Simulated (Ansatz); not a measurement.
Here is an Ansatz 0.2.0 calculation.

File input.yaml:

```yaml
crystal:
  lattice:
    - [4.99, 0.0, 0.0]
    - [0.0, 3.72, 0.0]
    - [0.0, 0.0, 7.03]
  atoms:
    - { symbol: Ni, position: [0.325, 0.75, 0.937], spin: 1.0 }
    - { symbol: Ni, position: [0.675, 0.25, 0.063], spin: -1.0 }
    - { symbol: Ni, position: [0.175, 0.25, 0.437], spin: 1.0 }
    - { symbol: Ni, position: [0.825, 0.75, 0.563], spin: -1.0 }
    - { symbol: Ni, position: [0.458, 0.75, 0.297], spin: 1.0 }
    - { symbol: Ni, position: [0.542, 0.25, 0.703], spin: -1.0 }
    - { symbol: Ni, position: [0.042, 0.25, 0.797], spin: 1.0 }
    - { symbol: Ni, position: [0.958, 0.75, 0.203], spin: -1.0 }
    - { symbol: Si, position: [0.786, 0.75, 0.886] }
    - { symbol: Si, position: [0.214, 0.25, 0.114] }
    - { symbol: Si, position: [0.714, 0.25, 0.386] }
    - { symbol: Si, position: [0.286, 0.75, 0.614] }
hamiltonian:
  xc: r2scan
  pseudopotentials: { kind: paw }
magnetization:
  spin_polarized: true
kpoints:
  mp_grid: { grid: [5, 5, 3] }
scf:
  occupations: { method: fermi_dirac, width: 0.05 }
  n_extra_bands: 30
output:
  forces: true
  stress: true
  eigenvalues: true
  dos: { projected: false, de: 0.05, nscf_kmesh: { grid: [8, 8, 5] } }
  write_density: true
  write_potential: true
  elf: true
  volumetric_format: npy
```

Potentials or basis: Ansatz PAW.

Launch:

```bash
$ ansatz run input.yaml --threads 4 --pin off --max-ram 11264MiB --backend cpu --events-out ev --progress --plain --runs-dir out
```

What does it give for the net moment?

0.00 μB per cell.

Predict the density of states at the Fermi level.

5.11 states/eV per cell.

States per cell in windows of 0.5 eV (zero at the Fermi level; states under -8 eV left out):
```tsv
from (eV)	up	down
-8.0	0.07	0.07
-7.5	0.85	0.85
-7.0	1.06	1.06
-6.5	0.82	0.82
-6.0	0.90	0.90
-5.5	1.64	1.64
-5.0	2.52	2.52
-4.5	2.47	2.47
-4.0	2.90	2.90
-3.5	4.74	4.74
-3.0	4.77	4.77
-2.5	5.79	5.79
-2.0	7.05	7.05
-1.5	4.23	4.23
-1.0	2.96	2.96
-0.5	1.01	1.01
0.0	1.27	1.27
0.5	0.91	0.91
1.0	0.96	0.96
1.5	0.94	0.94
2.0	0.84	0.84
2.5	0.97	0.97
3.0	0.88	0.88
3.5	1.06	1.06
4.0	1.15	1.15
4.5	1.08	1.08
5.0	0.98	0.98
5.5	0.99	0.99
6.0	0.87	0.87
6.5	0.90	0.90
7.0	1.18	1.18
7.5	1.17	1.17
```

Caveat: the magnetic or orbital state may not be the lowest; the density of states is complete only up to the lowest level of the last band computed; the starting moments weren't kept.
